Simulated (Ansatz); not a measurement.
**Pt (fcc type): how the settings move a single-point run**

Aim: see which settings change the result for Pt (fcc type), by how much, and at what cost.

Computed with Ansatz 0.2.0 (reference: DFT, PBE, all-electron LAPW, scalar-relativistic, unless a step's input says otherwise).

### Step 1. Starting point

Symmetry: Fm-3m, No. 225, cubic system. Conventional cell: a = 3.971 Å, b = 3.971 Å, c = 3.971 Å, α = 90.00°, β = 90.00°, γ = 90.00°. Pt (site symmetry m-3m) is surrounded by 12 Pt at 2.81 Å.

Coordinates:

```xyz
2
Lattice="1.9856 1.9856 0.0000 -1.9856 1.9856 0.0000 0.0000 0.0000 3.9711" Properties=species:S:1:pos:R:3 pbc="T T T"
Pt    0.0000    0.0000    0.0000
Pt    0.0000    1.9856    1.9856
```

### Step 2. Baseline

Input file input.yaml:

```yaml
crystal:
  lattice:
    - [1.9855579642, 1.9855579642, 0.0]
    - [-1.9855579642, 1.9855579642, 0.0]
    - [0.0, 0.0, 3.9711159284]
  atoms:
    - { symbol: Pt, position: [0.0, 0.0, 0.0] }
    - { symbol: Pt, position: [0.5, 0.5, 0.5] }
kpoints:
  mp_grid: { grid: [12, 12, 8] }
scf:
  occupations: { method: fermi_dirac, width: 0.08 }
hamiltonian:
  xc: pbe
  pseudopotentials: { kind: all_electron, lapw: { basis_error: 0.001 } }
output:
  forces: true
  stress: true
  eigenvalues: true
```

Command:

```
ansatz run input.yaml --threads 1 --pin off --max-ram 3584MiB --backend cpu --events-out ev --progress --plain --runs-dir out
```

### Step 3. Changed: occupations.method tetrahedron_uncorrected, width left out

input.yaml, as its differences from that of step 2:

```diff
@@ -11,3 +11,3 @@
 scf:
-  occupations: { method: fermi_dirac, width: 0.08 }
+  occupations: { method: tetrahedron_uncorrected }
 hamiltonian:
```

**Question.** What will these runs give? Wanted: for each run, ending; energy change; pressure; gap; force.

The runs gave:

| run | ending | energy change | pressure (GPa) | gap (eV) | force (eV/Å) | cycles | time |
| --- | --- | --- | --- | --- | --- | --- | --- |
| reference | converged | 0 | 0.0 | 0.00 | 0.00 | 8 | 63 s |
| 1: occupations.method tetrahedron_uncorrected, width left out | converged | +34.0 meV/atom (σ→0) | 0.3 | 0.00 | 0.00 | 8 | 52 s |

Residual by cycle in the longest SCF loop of each run; runs are numbered as in the table. The quantity is the density residual dr2, in eV.

| cycle | reference | run 1 |
| --- | --- | --- |
| 1 | 0.143 | 0.143 |
| 2 | 0.0123 | 0.0124 |
| 3 | 0.0131 | 0.013 |
| 4 | 0.0056 | 0.00561 |
| 5 | 0.00132 | 0.00133 |
| 6 | 3.1e-5 | 3.0e-5 |
| 7 | 1.2e-6 | 1.2e-6 |
| 8 | 5.8e-8 | 5.7e-8 |

**Reading.** Changing the smearing moves the energy by +34.0 meV/atom (σ→0 values), and the pressure goes from 0.0 to 0.3 GPa.
